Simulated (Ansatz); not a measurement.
This script makes an equation of state with a fit of Al2Pd, space group Fm-3m with Ansatz 0.2.0 through its Python package.

The script, `eos.py`:
```python
"""Energy against volume for Al2Pd, with a fit."""

import ansatz as az
import numpy as np
from scipy.optimize import curve_fit

VECTORS = np.array([
    [0.0, 2.949536, 2.949536],
    [2.949536, 0.0, 2.949536],
    [2.949536, 2.949536, 0.0],
])
SITES = [
    ("Al", (0.25, 0.25, 0.25)),
    ("Al", (0.75, 0.75, 0.75)),
    ("Pd", (0.0, 0.0, 0.0)),
]


def build(cell):
    crystal = az.Crystal(lattice=az.Lattice.of(cell))
    for symbol, position in SITES:
        crystal = crystal.atom(symbol, position)
    return crystal

def vinet(v, e0, v0, b0, b1):
    eta = (v / v0) ** (1 / 3)
    return e0 + 2 * b0 * v0 / (b1 - 1) ** 2 * (2 - (5 + 3 * b1 * (eta - 1) - 3 * eta) * np.exp(-1.5 * (b1 - 1) * (eta - 1)))

# scale the volume, keep shape and fractions
volumes, energies, pressures = [], [], []
for scale in np.linspace(0.94, 1.06, 7):
    cell = VECTORS * scale ** (1 / 3)
    job = (
        build(cell).calculation()
        .occupations("Fermi-Dirac", width=0.1)
        .scf(tolerance=1e-10)
        .functional("pbesol")
        .basis(500)
        .kpoints(9, 9, 9)
        .stress()
    )
    rep = job.run().report
    volumes.append(abs(np.linalg.det(cell)) / len(SITES))
    energies.append(rep["free_energy_ev"] / len(SITES))
    pressures.append(np.trace(rep["stress_gpa"]) / 3)
    print(f"V = {volumes[-1]:8.4f} A^3/atom  F = {energies[-1]:.5f} eV/atom  P = {pressures[-1]:8.3f} GPa")

guess = (min(energies), volumes[int(np.argmin(energies))], 0.5, 4.5)
(e0, v0, b0, b1), _ = curve_fit(vinet, np.array(volumes), np.array(energies), p0=guess, maxfev=20000)
print(f"Vinet fit: V0 = {v0:.4f} A^3/atom, B0 = {160.21766 * b0:.1f} GPa, B1 = {b1:.2f}")
print("largest residual", round(1000 * float(np.abs(vinet(np.array(volumes), e0, v0, b0, b1) - energies).max()), 3), "meV/atom")
```

From its runs, with one value withheld:

| V (Å³/atom) | F less the lowest row shown (meV/atom) |
| --- | --- |
| 16.080 | ? |
| 16.423 | 7.78 |
| 16.765 | 1.12 |
| 17.107 | 0.00 |
| 17.449 | 3.84 |
| 17.791 | 12.12 |
| 18.133 | 24.38 |

What is the missing energy at 16.080 Å³ an atom?

A third-order Birch-Murnaghan fit, E = E0 + (9 V0 B0 / 16) [(t - 1)³ B' + (t - 1)² (6 - 4t)] with t = (V0/V)^(2/3), through the 6 rows shown gives V0 = 17.008 Å³, B0 = 119.1 GPa, B' = 4.50 and E0 = -0.21 meV. At V = 16.080 Å³, t = 1.03810, and the fit extrapolates to 20.63 meV. The run gave 20.62 meV, a miss of 0.01 meV.

Notes:
- The mesh is modest for a metal, so energies can be off by several to tens of meV an atom and pressures by half a GPa or more; differences at equal mesh fare better.
- Pressure is positive in compression.
- This cell is a computed structure, which may not be the phase found in nature.
- The whole script took 17 s on 1 thread of Arm Neoverse V1, with other jobs on the host, peak memory 0.44 GiB.
